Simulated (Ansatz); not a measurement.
The system is VCrC2.

```
Cr V C
1.0
     1.46063    0.84330    4.73939
    -1.46063    0.84330    4.73939
     0.00000   -1.68659    4.73939
Cr V C
1 1 2
Direct
  0.50000 0.50000 0.50000
  0.00000 0.00000 0.00000
  0.24876 0.24876 0.24876
  0.75124 0.75124 0.75124
```

The cell comes from a database or a generator and needn't be the stable form of this composition.

Base run:

| Quantity | Value |
| --- | --- |
| Program | Ansatz 0.2.0 |
| Functional | PBE |
| Potentials or basis | Ansatz PAW |
| Cutoff | 420 eV (not typed: the program's choice for these potentials) |
| k mesh | 11 × 11 × 11 |
| Occupations | fermi-dirac, width 0.05 eV |
| Spin | collinear spin, ferromagnetic start |
| Starting moments | [3.0, 2.0, 0.0, 0.0] μB |
| Hubbard terms | Cr d U = 1 eV, V d U = 1 eV |

Its results: band gap on the k mesh none (metal or under the smearing width); pressure 6.0 GPa; net moment 1.58 μB per cell; site moments Cr +1.66; V -0.12; C -0.09 μB; largest force 0.210 eV/Å.

Task: The run is repeated on the same cell with these changes: hubbard terms from Cr d U = 1 eV, V d U = 1 eV to none; hubbard projectors from ortho-atomic (the default) to none. What comes out?

Result: Band gap on the k mesh none (metal or under the smearing width); pressure 0.4 GPa; net moment 1.09 μB per cell; site moments Cr +1.05; V -0.00; C -0.05 μB; largest force 0.020 eV/Å.

Caveats: the magnetic or orbital state may not be the lowest (some runs); the U is typed as a test and isn't derived for this compound (some runs); the starting moments weren't kept (some runs).
